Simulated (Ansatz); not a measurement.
# CAs+ (quintet): the correlation ladder, cc-pVTZ

How much of the correlation energy of CAs+ (quintet) does each wave-function method recover here?

Computed with Ansatz 0.2.0, Gaussian basis. Level: cc-pVTZ, core rule «outside noble gas», up to 15 orbitals frozen.

The runs, in order: UHF; CCSD(T) on ROHF; CCSD(T) on UHF; BCCD(T) on ROHF; CISD; CCSDT(Q) on ROHF; CCSDT(Q) on UHF; CASSCF and MRCISD+Q, 8 electrons in 8 orbitals; CASSCF and MRCISD+Q(relaxed), 8 electrons in 8 orbitals; CASSCF and NEVPT2, 8 electrons in 8 orbitals.

13 further runs of the same task are left out: 7 that didn't finish, 6 set aside as unsound or not needed.

## Step 1: The geometry

The geometry is a PBE0/def2-TZVP stationary point (not a proven minimum) of the parent state, kept for this charge and spin. No spin-orbit coupling is included. The filled d shell of As may be among the frozen orbitals whatever the setting's name suggests; the logs give the count.

2 atoms, charge 1, spin multiplicity 5.

Atoms are counted from 1 here; the program's logs count them from 0.

Bond lengths: C1–As2 1.738 Å.

Geometry (Å):

```
atom   x (Å)   y (Å)   z (Å)
  C1  0.0000  0.0000  0.0000
 As2  0.0000  0.0000  1.7375
```

## Step 2: UHF

Input file in.yaml:

```yaml
crystal:
  periodic: [false, false, false]
  atoms:
    - {symbol: C, position_ang: [0.000000, 0.000000, 0.000000]}
    - {symbol: As, position_ang: [0.000000, 0.000000, 1.737500]}
basis:
  gaussian: {orbitals: cc-pVTZ}
total_charge: 1
magnetization: {spin_polarized: true, initial_magnetization: 4}
hamiltonian: {xc: hf}
output: {orbitals: {seedname: orbitals}}
```

The run is started by

```console
$ ansatz run in.yaml --threads 1 --pin off --events-out ev --progress --plain --max-ram 2393MiB
```

After this run come: CCSD(T) on ROHF; CCSD(T) on UHF; BCCD(T) on ROHF; CISD; CCSDT(Q) on ROHF; CCSDT(Q) on UHF; CASSCF and MRCISD+Q, 8 electrons in 8 orbitals; CASSCF and MRCISD+Q(relaxed), 8 electrons in 8 orbitals; CASSCF and NEVPT2, 8 electrons in 8 orbitals.

Before running them: what should the planned runs give, taken together? Wanted: UCCSDT(Q) below the RHF energy; RMP2 from UCCSDT(Q); UMP2 from UCCSDT(Q); RCCSD from UCCSDT(Q); RCCSD(T) from UCCSDT(Q); UCCSD(T) from UCCSDT(Q); RCCSDT(Q) from UCCSDT(Q); NEVPT2 valence from UCCSDT(Q); MRCISD+Q valence from UCCSDT(Q).

The runs gave:

```
                                quantity                                                 value
          UCCSDT(Q) below the RHF energy                                            -5.0843 eV
                     RMP2 from UCCSDT(Q)                                       +24.49 kcal/mol
                     UMP2 from UCCSDT(Q)                                       +25.14 kcal/mol
                    RCCSD from UCCSDT(Q)                                        +6.20 kcal/mol
                 RCCSD(T) from UCCSDT(Q)                                        +1.44 kcal/mol
                 UCCSD(T) from UCCSDT(Q)                                        +1.25 kcal/mol
                RCCSDT(Q) from UCCSDT(Q)                                        +0.23 kcal/mol
           NEVPT2 valence from UCCSDT(Q)                                       +18.56 kcal/mol
         MRCISD+Q valence from UCCSDT(Q)                                        +1.19 kcal/mol
MRCISD+Q(relaxed) valence from UCCSDT(Q)                                        +0.16 kcal/mol
       levels within 1 kcal/mol (43 meV)  RCCSDT, UCCSDT, RCCSDT(Q), MRCISD+Q(relaxed) valence
                           T1 diagnostic                                                 0.037
          effectively unpaired electrons                                                  4.02
```

What this shows: RCCSD(T) lands +1.44 kcal/mol from the yardstick (1.2 % of the correlation energy). One determinant dominates. Of the multireference levels listed MRCISD+Q(relaxed) valence comes nearest in total energy (+0.16 kcal/mol), which doesn't show that its space is the better one. These misses are within one basis, not against nature; the frozen cores of restricted and unrestricted runs differ, which can shift their rows.
